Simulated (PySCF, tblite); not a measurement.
# C5H6F2O: a rotation path, then NMR shifts on frames

How do NMR shifts of C5H6F2O (`FC(F)O[C@]12C[C@H]1C2`) change as the atoms move?

Computed with tblite 0.8.0 and PySCF 2.14.0, with density-fitted response routines of our own, on a single molecule in the gas phase. Atoms count from 0, in the outputs and in this text.

**1. The molecule as given**

14 atoms, charge 0, multiplicity 1; geometry from: GFN2-xTB.

Bonds of the start (Å): F0–C1 1.34, C1–F2 1.36, C1–O3 1.35, O3–C4 1.39, C4–C5 1.50, C5–C6 1.50, C6–C7 1.50, C6–C4 1.48, C7–C4 1.50, C1–H8 1.11, C5–H9 1.08, C5–H10 1.08, C6–H11 1.07, C7–H12 1.08, C7–H13 1.08.

**2. The rotation path with GFN2-xTB**

Job settings and geometry (Å):

```
{"job": {"kind": "neb", "xc": "GFN2-xTB", "basis": "xTB", "atoms": [2, 1, 3, 4], "turn": 120}, "charge": 0, "multiplicity": 1}
F      1.865340    -2.679430    -0.307020
C      1.335797    -1.609849     0.298337
F      2.350573    -1.029550     0.990956
O      0.841187    -0.779741    -0.650265
C     -0.088314     0.138434    -0.182997
C     -1.583435     0.076281    -0.123356
C     -0.881236     1.194246    -0.843682
C      0.062644     1.556882     0.269786
H      0.589127    -1.950052     1.041705
H     -2.078940    -0.670555    -0.729727
H     -2.078981     0.281014     0.819446
H     -0.973236     1.559623    -1.841676
H      0.976853     2.068235     0.000755
H     -0.338057     1.843991     1.235572
```

Level: GFN2-xTB climbing-image nudged elastic band, gas phase.

On the command line:

```sh
OMP_NUM_THREADS=1 python probes_run.py task.json out
```

This one command runs all jobs of the session in turn.

Log:

```text
image   E - E0 / eV
  0      -0.0000
  1       0.0101
  2       0.0346
  3       0.0594
  4       0.0507
  5      -0.0060
  6      -0.0788
  7      -0.1280
  8      -0.1476
```

It took 2.6 s on 1 thread of Arm Neoverse V1, shared host; peak memory 0.19 GiB.

The final band, with the dihedral F2–C1–O3–C4:

```csv
image,dihedral (°),energy (eV),energy (kcal/mol)
0,-83,0.000,0.0
1,-66,0.010,0.2
2,-49,0.035,0.8
3,-29,0.059,1.4
4,-9,0.051,1.2
5,12,-0.006,-0.1
6,31,-0.079,-1.8
7,45,-0.128,-3.0
8,58,-0.148,-3.4
```

**3. Shielding tensors: image 0, PBE0/pcSseg-1**

Job settings and geometry (Å):

```
{"job": {"kind": "nmr", "xc": "PBE0", "basis": "pcSseg-1", "pop": false}, "charge": 0, "multiplicity": 1}
F      1.865300    -2.679400    -0.307000
C      1.335800    -1.609800     0.298300
F      2.350600    -1.029600     0.991000
O      0.841200    -0.779700    -0.650300
C     -0.088300     0.138400    -0.183000
C     -1.583400     0.076300    -0.123400
C     -0.881200     1.194200    -0.843700
C      0.062600     1.556900     0.269800
H      0.589100    -1.950100     1.041700
H     -2.078900    -0.670600    -0.729700
H     -2.079000     0.281000     0.819400
H     -0.973200     1.559600    -1.841700
H      0.976900     2.068200     0.000800
H     -0.338100     1.844000     1.235600
```

Method: GIAO PBE0/pcSseg-1 NMR shielding, non-relativistic, gas phase.

Log:

```text
coarse grid: 12408 points
cycle   1  E = -468.2292624369  dE =  1.593e+00  |g| = 8.432e-01  |ddm| = 3.373e+00
cycle   2  E = -468.1308816355  dE =  9.838e-02  |g| = 1.179e+00  |ddm| = 1.052e+00
cycle   3  E = -468.3519992216  dE = -2.211e-01  |g| = 5.578e-02  |ddm| = 6.171e-01
cycle   4  E = -468.3523553886  dE = -3.562e-04  |g| = 3.746e-02  |ddm| = 7.236e-02
cycle   5  E = -468.3526412135  dE = -2.858e-04  |g| = 6.830e-03  |ddm| = 3.302e-02
cycle   6  E = -468.3526477029  dE = -6.489e-06  |g| = 3.408e-03  |ddm| = 7.433e-03
cycle   7  E = -468.3526501854  dE = -2.482e-06  |g| = 3.000e-04  |ddm| = 2.901e-03
final grid: 122688 points
cycle   8  E = -468.4231062808  dE = -4.093e-05  |g| = 1.124e-02  |ddm| = 2.792e-02
cycle   9  E = -468.4230841476  dE =  2.213e-05  |g| = 1.591e-02  |ddm| = 1.778e-02
cycle  10  E = -468.4231305802  dE = -4.643e-05  |g| = 1.099e-03  |ddm| = 1.035e-02
cycle  11  E = -468.4231308174  dE = -2.372e-07  |g| = 2.839e-04  |ddm| = 1.102e-03
cycle  12  E = -468.4231308287  dE = -1.129e-08  |g| = 1.162e-04  |ddm| = 2.674e-04
cycle  13  E = -468.4231308308  dE = -2.123e-09  |g| = 2.121e-05  |ddm| = 8.077e-05
cycle  14  E = -468.4231308309  dE = -8.868e-11  |g| = 6.811e-06  |ddm| = 2.543e-05
converged SCF energy = -468.4231308309

GIAO shielding tensors (ppm)
atom      isotropic    diamagn.    paramagn.     s11        s22        s33       span
  0 F      271.308     467.872    -196.563    181.867    290.916    341.142    159.274
  1 C       59.581     239.146    -179.565     41.302     63.002     74.437     33.135
  2 F      262.859     472.505    -209.646    180.250    254.916    353.409    173.159
  3 O      226.075     397.813    -171.739    174.109    249.217    254.898     80.789
  4 C      131.564     245.150    -113.586     94.506    112.962    187.223     92.717
  5 C      151.543     253.196    -101.653    137.380    144.423    172.826     35.446
  6 C      180.000     258.241     -78.241    152.235    193.075    194.690     42.456
  7 C      150.195     253.102    -102.908    136.518    144.102    169.963     33.445
  8 H       25.094      28.129      -3.036     22.261     24.888     28.131      5.870
  9 H       29.738      30.839      -1.101     25.337     25.753     38.123     12.786
 10 H       30.888      30.684       0.204     25.955     27.423     39.285     13.331
 11 H       29.322      32.709      -3.387     24.030     26.571     37.366     13.336
 12 H       29.677      30.917      -1.240     25.385     25.831     37.816     12.432
 13 H       30.915      30.738       0.176     26.138     27.470     39.137     12.999
```

Run time: 19 s. Hardware: 1 thread of Arm Neoverse V1, shared host; peak memory 0.75 GiB.

Shifts follow as δ = σ(reference) − σ, with reference shieldings (ppm) from runs at the same level and on the same kind of geometry: ¹H TMS 31.72, ¹³C TMS 186.9, ¹⁹F CFCl3 170.9, ¹⁷O H2O 336.1. The references are single molecules in the gas phase, so shifts against H2O, NH3, PH3, H3PO4 or CFCl3 are not on the usual liquid scales and can be off by tens of ppm. Each atom is listed at this fixed geometry, with no averaging over motion; a spectrum would average atoms that exchange fast.

```
atoms                                environment  σ (ppm)  δ (ppm)
   C1                 sp3 CH bonded to 2 F and O     59.6    127.3
   C4                 three-membered-ring carbon    131.6     55.4
   C7                 three-membered-ring carbon    150.2     36.7
   C5                 three-membered-ring carbon    151.5     35.4
   C6                 three-membered-ring carbon    180.0      6.9
   H8  hydrogen on an sp3 CH bonded to 2 F and O    25.09     6.62
  H11   hydrogen on a three-membered-ring carbon    29.32     2.39
  H12   hydrogen on a three-membered-ring carbon    29.68     2.04
   H9   hydrogen on a three-membered-ring carbon    29.74     1.98
  H10   hydrogen on a three-membered-ring carbon    30.89     0.83
  H13   hydrogen on a three-membered-ring carbon    30.91     0.80
   F2                    fluorine of a CF2 group    262.9    -91.9
   F0                    fluorine of a CF2 group    271.3   -100.4
   O3                               ether oxygen    226.1    110.0
```

Ring of atoms C4, C5, C6: NICS(0) -45.2, NICS(1) -9.7, NICS(1)zz -18.3 ppm (means of both faces; NICS(1) differs between them: -13.6 and -5.9).

In rings of three or four atoms NICS is ruled by the nearby σ bonds, so it says little on aromaticity.

Ring of atoms C4, C6, C7: NICS(0) -45.0, NICS(1) -9.8, NICS(1)zz -18.4 ppm (means of both faces; NICS(1) differs between them: -13.6 and -6.0).

In rings of three or four atoms NICS is ruled by the nearby σ bonds, so it says little on aromaticity.

**4. Nuclear shieldings: image 1, PBE0/pcSseg-1**

Job settings and geometry (Å):

```
{"job": {"kind": "nmr", "xc": "PBE0", "basis": "pcSseg-1", "pop": false}, "charge": 0, "multiplicity": 1}
F      2.126400    -2.509500    -0.307700
C      1.308400    -1.631300     0.280400
F      2.059700    -0.960700     1.191700
O      0.819100    -0.802100    -0.674400
C     -0.090600     0.129300    -0.193200
C     -1.582300     0.099600    -0.073000
C     -0.886700     1.188800    -0.843500
C      0.105500     1.550700     0.227500
H      0.533700    -2.184200     0.847500
H     -2.123600    -0.646800    -0.638600
H     -2.031000     0.338700     0.884700
H     -1.010900     1.535500    -1.844800
H      1.025700     2.028000    -0.079400
H     -0.253900     1.863400     1.200600
```

Method: GIAO PBE0/pcSseg-1 NMR shielding, non-relativistic, gas phase.

Log:

```text
coarse grid: 12408 points
cycle   1  E = -468.2290729788  dE =  1.598e+00  |g| = 8.424e-01  |ddm| = 3.374e+00
cycle   2  E = -468.1314594827  dE =  9.761e-02  |g| = 1.176e+00  |ddm| = 1.046e+00
cycle   3  E = -468.3516469848  dE = -2.202e-01  |g| = 5.619e-02  |ddm| = 6.131e-01
cycle   4  E = -468.3520123332  dE = -3.653e-04  |g| = 3.729e-02  |ddm| = 7.237e-02
cycle   5  E = -468.3522937281  dE = -2.814e-04  |g| = 6.768e-03  |ddm| = 3.291e-02
cycle   6  E = -468.3523000315  dE = -6.303e-06  |g| = 3.379e-03  |ddm| = 7.327e-03
cycle   7  E = -468.3523024730  dE = -2.441e-06  |g| = 2.987e-04  |ddm| = 2.892e-03
final grid: 122688 points
cycle   8  E = -468.4229311037  dE = -4.192e-05  |g| = 1.115e-02  |ddm| = 2.942e-02
cycle   9  E = -468.4229094766  dE =  2.163e-05  |g| = 1.576e-02  |ddm| = 1.758e-02
cycle  10  E = -468.4229551246  dE = -4.565e-05  |g| = 1.110e-03  |ddm| = 1.021e-02
cycle  11  E = -468.4229553655  dE = -2.409e-07  |g| = 2.936e-04  |ddm| = 1.124e-03
cycle  12  E = -468.4229553777  dE = -1.221e-08  |g| = 1.178e-04  |ddm| = 2.738e-04
cycle  13  E = -468.4229553799  dE = -2.130e-09  |g| = 2.243e-05  |ddm| = 8.132e-05
cycle  14  E = -468.4229553800  dE = -9.800e-11  |g| = 6.858e-06  |ddm| = 2.600e-05
converged SCF energy = -468.4229553800

GIAO shielding tensors (ppm)
atom      isotropic    diamagn.    paramagn.     s11        s22        s33       span
  0 F      273.901     467.562    -193.661    188.848    288.635    344.220    155.371
  1 C       60.592     237.704    -177.112     42.740     63.450     75.586     32.846
  2 F      263.325     473.604    -210.279    184.915    250.597    354.465    169.550
  3 O      226.770     397.678    -170.908    181.693    240.779    257.837     76.144
  4 C      132.611     245.370    -112.759     95.516    116.180    186.136     90.620
  5 C      152.095     253.149    -101.054    138.946    144.158    173.182     34.236
  6 C      180.523     258.231     -77.708    152.631    193.533    195.405     42.774
  7 C      149.875     252.967    -103.092    135.511    143.743    170.372     34.861
  8 H       25.100      27.790      -2.690     22.097     24.326     28.877      6.780
  9 H       29.758      30.824      -1.066     25.372     25.698     38.204     12.832
 10 H       30.958      30.720       0.239     25.960     27.499     39.417     13.458
 11 H       29.354      32.736      -3.382     24.031     26.587     37.445     13.414
 12 H       29.725      30.951      -1.225     25.431     25.890     37.855     12.424
 13 H       30.929      30.786       0.142     26.277     27.448     39.060     12.783
```

Wall time 19 s (1 thread of Arm Neoverse V1, shared host); peak memory 0.77 GiB.

This run: δ C1 126.3, C4 54.3, C7 37.0, C5 34.8, H8 6.62, H11 2.36 ppm.

[end of part 1 of 2]
